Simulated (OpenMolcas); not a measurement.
**One shape, several levels: GaGeH5 (SMILES [GaH2][GeH3])**

We compute a comparison of 6 runs (B3LYP/6-31G*, B2PLYP/def2-SVPD, M06-2X/def2-SVPD, M06-L/def2-SVPD, TPSS/def2-SVPD, MP2/def2-SVPD) of GaGeH5. 

The calculation is run with OpenMolcas 26.06.

1 further run of the same task is left out (set aside as unsound or not needed).

### Step 1. The structure to begin with

GaGeH5: 7 atoms, total charge 0, spin state singlet. SMILES: `[GaH2][GeH3]`. One bond was lengthened or shortened from a relaxed shape.

Bond lengths: Ga1–Ge2 2.444 Å, Ga1–H3 1.808 Å, Ga1–H4 1.572 Å, Ge2–H5 1.540 Å, Ge2–H6 1.543 Å, Ge2–H7 1.540 Å. Angles: Ga1–Ge2–H5 113.0°, Ga1–Ge2–H6 109.4°, Ga1–Ge2–H7 112.6°, Ge2–Ga1–H3 120.3°, Ge2–Ga1–H4 120.7°, H5–Ge2–H6 106.9°, H5–Ge2–H7 107.8°, H6–Ge2–H7 106.8°, H3–Ga1–H4 119.0°.

### Step 2. A single-point energy at B3LYP/6-31G(d) (spherical functions) (run 1)

The input, job.input:

```
>>> EXPORT MOLCAS_PRINT=2

&gateway
 baslib=$CurrDir
 coord
 7
 angstrom
 Ga      -0.500940      -1.210417      -0.012122
 Ge       0.143360       1.137083      -0.230922
 H        0.529900      -2.354300       0.935000
 H       -1.827440      -1.742517      -0.666322
 H       -0.441940       1.806483      -1.488122
 H       -0.380540       1.928983       0.985578
 H        1.671060       1.329783      -0.264122
 basis=6-31Gs
 group=NoSym

&seward
 gridinput
 Grid=UltraFine
 End of Grid

&scf
 ksdft=B3LYP
 thresholds=1e-10 1e-07 1e-07 1e-05
 prorbitals=1 2
```

The basis set 6-31G* is read from a file made from the Basis Set Exchange's data (not shown).

Started as:

```bash
$ export MOLCAS_MEM=1860
$ pymolcas job.input > job.log
```

Standard output:

```text
--- Start Module: gateway ---
[...]
--- Stop Module: gateway /rc=_RC_ALL_IS_WELL_ ---
--- Start Module: seward ---
[...]
      Basis functions           74
--- Stop Module: seward /rc=_RC_ALL_IS_WELL_ ---
[...]
--- Start Module: scf ---
[...]
       Convergence after  14 Iterations
[...]
::    Total KS-DFT energy                           -4004.3626860461
[...]
      Total spin, S                                     0.0000000000
[...]
      Total electronic charge=   68.000000
      Total            charge=   -0.000000
[...]
      Dipole Moment (debye):
      Origin of the operator (angstrom)=   -0.1649    0.0108   -0.1245
                   X= -3.0069E-01               Y=  2.0343E-01               Z= -2.8466E-01           Total=  4.6134E-01
      Quadrupole Moment (debye*angstrom):
[...]
--- Stop Module: scf /rc=_RC_ALL_IS_WELL_ ---
[...]
```

It took 21 s on 1 thread of Intel Xeon Platinum 8259CL at 2.50GHz (Skylake/Cascade Lake), shared host; peak memory 0.43 GiB.

### Step 3. The energy at B2PLYP/def2-SVPD (run 2)

The input, coord.xyz:

```xyz
7

Ga    -0.500940    -1.210417    -0.012122
Ge     0.143360     1.137083    -0.230922
H      0.529900    -2.354300     0.935000
H     -1.827440    -1.742517    -0.666322
H     -0.441940     1.806483    -1.488122
H     -0.380540     1.928983     0.985578
H      1.671060     1.329783    -0.264122
```

The input, mol.input:

```
* GaGeH5 Kohn-Sham DFT
&gateway
baslib=$CurrDir
coord=coord.xyz
basis=def2-SVPD
group=NoSym
&seward
gridinput
Grid=UltraFine
End of Grid
&scf
ksdft=B2PLYP_SCF
thresholds=1e-10 1e-07 1e-07 1e-05
prorbitals=0
&mbpt2
frozen=18
```

The basis set def2-SVPD is read from a file made from the Basis Set Exchange's data (not shown).

Started as:

```bash
$ export MOLCAS_MEM=1860
$ pymolcas mol.input > mol.log
```

Standard output:

```text
--- Start Module: gateway ---
[...]
--- Stop Module: gateway /rc=_RC_ALL_IS_WELL_ ---
[...]
      Basis functions          116
[...]
--- Start Module: scf ---
[...]
       Convergence after  13 Iterations
[...]
::    Total KS-DFT energy                           -4003.4092631616
[...]
      Total spin, S                                     0.0000000000
[...]
      Total electronic charge=   68.000000
      Total            charge=   -0.000000
[...]
      Dipole Moment (debye):
      Origin of the operator (angstrom)=   -0.1649    0.0108   -0.1245
                   X= -3.2095E-01               Y=  1.4841E-01               Z= -3.1507E-01           Total=  4.7361E-01
      Quadrupole Moment (debye*angstrom):
[...]
--- Stop Module: scf /rc=_RC_ALL_IS_WELL_ ---
[...]
--- Start Module: mbpt2 ---
[...]
 ###    WARNING: MP2 implementation intended for RHF references only         ###
 ###############################################################################
MBPT2 WARNING: Reference function according to RunFile:KS-DFT
I'll assume you know what you're doing and continue
WARNING!
Default frozen orbitals as non valence orbitals is overwritten by user input.
Default values:  28
[...]
       Reference weight ( Cref**2 )         =        0.82355
::    Total MBPT2 energy                            -4003.9811170123
[...]
      Total MBPT2 calculations                           1.23      1.42
--- Stop Module: mbpt2 /rc=_RC_ALL_IS_WELL_ ---
[...]
```

Run time: 48 s. Hardware: 1 thread of Intel Xeon Platinum 8259CL at 2.50GHz (Skylake/Cascade Lake), shared host; peak memory 0.71 GiB.

Runs 3 to 4 aren't shown in full; the table further down has their settings and results.

### Step 4. A single-point energy at TPSS/def2-SVPD (run 5)

The input, mol.input:

```
* GaGeH5 Kohn-Sham DFT
>>> EXPORT MOLCAS_PRINT=2
&gateway
baslib
$CurrDir
coord
7
angstrom
Ga      -0.500940      -1.210417      -0.012122
Ge       0.143360       1.137083      -0.230922
H        0.529900      -2.354300       0.935000
H       -1.827440      -1.742517      -0.666322
H       -0.441940       1.806483      -1.488122
H       -0.380540       1.928983       0.985578
H        1.671060       1.329783      -0.264122
basis
def2-SVPD
group
NoSym
&seward
gridinput
Grid=UltraFine
End of Grid
&scf
ksdft
2
1.0 MGGA_X_TPSS
1.0 MGGA_C_TPSS
thresholds
1e-10 1e-07 1e-07 1e-05
prorbitals
1 2
```

The basis set def2-SVPD is read from a file made from the Basis Set Exchange's data (not shown).

Started as:

```bash
$ export MOLCAS_MEM=1860
$ pymolcas mol.input > mol.log
```

Standard output:

```text
--- Start Module: gateway ---
[...]
--- Stop Module: gateway /rc=_RC_ALL_IS_WELL_ ---
--- Start Module: seward ---
[...]
      Basis functions          116
--- Stop Module: seward /rc=_RC_ALL_IS_WELL_ ---
[...]
--- Start Module: scf ---
[...]
       Convergence after  15 Iterations
[...]
::    Total KS-DFT energy                           -4004.3035106879
[...]
      Total spin, S                                     0.0000000000
[...]
      Total electronic charge=   68.000000
      Total            charge=   -0.000000
[...]
      Dipole Moment (debye):
      Origin of the operator (angstrom)=   -0.1649    0.0108   -0.1245
                   X= -2.9547E-01               Y=  1.7402E-01               Z= -2.8739E-01           Total=  4.4741E-01
      Quadrupole Moment (debye*angstrom):
[...]
--- Stop Module: scf /rc=_RC_ALL_IS_WELL_ ---
[...]
```

Run time: 84 s. Hardware: 1 thread of Intel Xeon Platinum 8259CL at 2.50GHz (Skylake/Cascade Lake), shared host; peak memory 0.71 GiB.

### Step 5. A single-point energy at MP2/def2-SVPD (run 6)

The input, calc.inp:

```
>>> EXPORT MOLCAS_PRINT=2

&gateway
  baslib = $CurrDir
  coord
  7
  angstrom
  Ga      -0.500940      -1.210417      -0.012122
  Ge       0.143360       1.137083      -0.230922
  H        0.529900      -2.354300       0.935000
  H       -1.827440      -1.742517      -0.666322
  H       -0.441940       1.806483      -1.488122
  H       -0.380540       1.928983       0.985578
  H        1.671060       1.329783      -0.264122
  basis = def2-SVPD
  group = NoSym

&seward

&scf
  thresholds = 1e-10 1e-07 1e-07 1e-05
  prorbitals = 0

&mbpt2
  frozen = 18
```

The basis set def2-SVPD is read from a file made from the Basis Set Exchange's data (not shown).

Started as:

```bash
$ export MOLCAS_MEM=1860
$ pymolcas calc.inp > calc.log
```

Standard output:

```text
--- Start Module: gateway ---
[...]
--- Stop Module: gateway /rc=_RC_ALL_IS_WELL_ ---
[...]
      Basis functions          116
[...]
--- Start Module: scf ---
[...]
       Convergence after  12 Iterations
[...]
::    Total SCF energy                              -4000.9846722903
[...]
      Total spin, S                                     0.0000000000
[...]
      Total electronic charge=   68.000000
      Total            charge=   -0.000000
[...]
      Dipole Moment (debye):
      Origin of the operator (angstrom)=   -0.1649    0.0108   -0.1245
                   X= -3.4839E-01               Y=  1.4426E-01               Z= -3.4537E-01           Total=  5.1134E-01
      Quadrupole Moment (debye*angstrom):
[...]
--- Stop Module: scf /rc=_RC_ALL_IS_WELL_ ---
[...]
--- Start Module: mbpt2 ---
[...]
WARNING!
Default frozen orbitals as non valence orbitals is overwritten by user input.
Default values:  28
[...]
       Reference weight ( Cref**2 )         =        0.88070
::    Total MBPT2 energy                            -4001.4506575390
[...]
      Total MBPT2 calculations                           0.95      1.08
--- Stop Module: mbpt2 /rc=_RC_ALL_IS_WELL_ ---
[...]
```

Run time: 22 s. Hardware: 1 thread of Intel Xeon Platinum 8259CL at 2.50GHz (Skylake/Cascade Lake), shared host; peak memory 0.71 GiB.

### Step 6. All runs side by side

```tsv
run	level	frozen core orbitals	integration grid	energy (Eh)	dipole moment (D) of the reference	HOMO energy (eV)	LUMO energy (eV)	wall time
1	B3LYP/6-31G* (spherical functions)	–	UltraFine	-4004.362686	0.46	-7.34	-2.34	21 s
2	B2PLYP/def2-SVPD	18	UltraFine	-4003.563664	0.47	-8.47	-1.14	48 s
3	M06-2X/def2-SVPD	–	UltraFine	-4004.304452	0.47	-8.57	-1.62	55 s
4	M06-L/def2-SVPD	–	UltraFine	-4004.208047	0.49	-6.62	-2.51	66 s
5	TPSS/def2-SVPD	–	UltraFine	-4004.303511	0.45	-6.70	-2.79	84 s
6	MP2/def2-SVPD	18	–	-4001.450658	0.51	-10.03	0.63	22 s
```

### Step 7. Summary of results

| quantity | value |
| --- | --- |
| run 6: total energy | -4001.45066 Eh |
| run 6: dipole moment (mean-field density) | 0.51 D |
| run 6: HOMO energy (Hartree–Fock orbitals) | -10.03 eV |
| run 6: LUMO energy (Hartree–Fock orbitals) | 0.63 eV |
| run 6: HOMO–LUMO gap (Hartree–Fock orbitals) | 10.66 eV |
| run 6: correlation energy (18 core orbitals frozen) | -466.0 mEh |

Over runs 1, 2, 3, 4, 5 the dipole moment (its size) runs from 0.45 D (TPSS/def2-SVPD) to 0.49 D (M06-L/def2-SVPD). Over runs 1, 2, 3, 4, 5 the HOMO–LUMO gap runs from 3.91 eV (TPSS/def2-SVPD) to 7.34 eV (B2PLYP/def2-SVPD). A double hybrid's value is that of its SCF part. For B2PLYP the log adds the whole second-order term; the table takes 0.27 of it, as the functional is defined. Totals of different functionals can't be ranked against each other. All runs together took 4.9 min, the longest 84 s.
